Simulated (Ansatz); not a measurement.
Predict the output of the script below (Ansatz 0.2.0 through its Python package).

The script, `fold.py`:
```python
"""Band folding check for Ga3Cu."""

import warnings

import ansatz as az

warnings.simplefilter("ignore", az.DeckWarning)

lattice = az.Lattice.of(
    [4.035333, 0.0, 0.0],
    [0.0, 4.035333, 0.0],
    [0.0, 0.0, 4.035333],
)
sites = [
    ("Ga", [0.0, 0.5, 0.5]),
    ("Ga", [0.5, 0.0, 0.5]),
    ("Ga", [0.5, 0.5, 0.0]),
    ("Cu", [0.0, 0.0, 0.0]),
]
xtal = az.Crystal(lattice=lattice)
for symbol, position in sites:
    xtal = xtal.atom(symbol, position)

# the mesh shrinks as the cell grows, so that all cells sample the same points
mesh = (4, 4, 4)
rows = []
for repeats in [(1, 1, 1), (1, 1, 2)]:
    model = (
        xtal.supercell(*repeats).calculation()
        .scf(tolerance=1e-06, extra_bands=8)
        .occupations("fermi_dirac")
        .eigensolver("davidson")
        .functional("pbesol", dispersion="d3bj")
        .basis(470, density_ratio=6)
        .mixing("msr1")
        .kpoints(*(k // n for k, n in zip(mesh, repeats)))
    )
    report = model.run(threads=1, pin="off").report
    n = len(report["lattice"]["sites"])
    rows.append((repeats, n, report["free_energy_ev"] / n, report["fermi_energy_ev"], report["n_kpoints"], report["n_symmetry_ops"]))
lines = [",".join(["repeats", "atoms", "F/atom eV", "Fermi level eV", "k-points", "symmetry operations"])] + [",".join(f"{v:.4f}" if isinstance(v, float) else str(v) for v in row) for row in rows]
print("\n".join(lines))
with open("fold.csv", "w") as handle:
    handle.write("\n".join(lines) + "\n")
```

```console
$ python fold.py
repeats,atoms,F/atom eV,Fermi level eV,k-points,symmetry operations
(1, 1, 1),4,-4454.8796,11.6590,10,48
(1, 1, 2),8,-4454.8796,11.6590,12,32
```

Reading the output:
- The settings weren't tested for convergence.
- Spin is left out of this run.
- Dispersion corrections can be off by several per cent in the lattices of metals, and by several GPa in the pressure at a fixed cell.
- The mesh is modest for a metal, so energies can be off by several to tens of meV an atom and pressures by half a GPa or more; differences at equal mesh fare better.
- The structure comes from a database of computed cells and needn't be a stable or known phase.
- The count of operations in a supercell holds its pure translations too, and an uneven repeat can lower the point group.
- Hardware and time: 12 s on 1 thread of Arm Neoverse V1, on a shared host, peak memory 0.5 GiB.
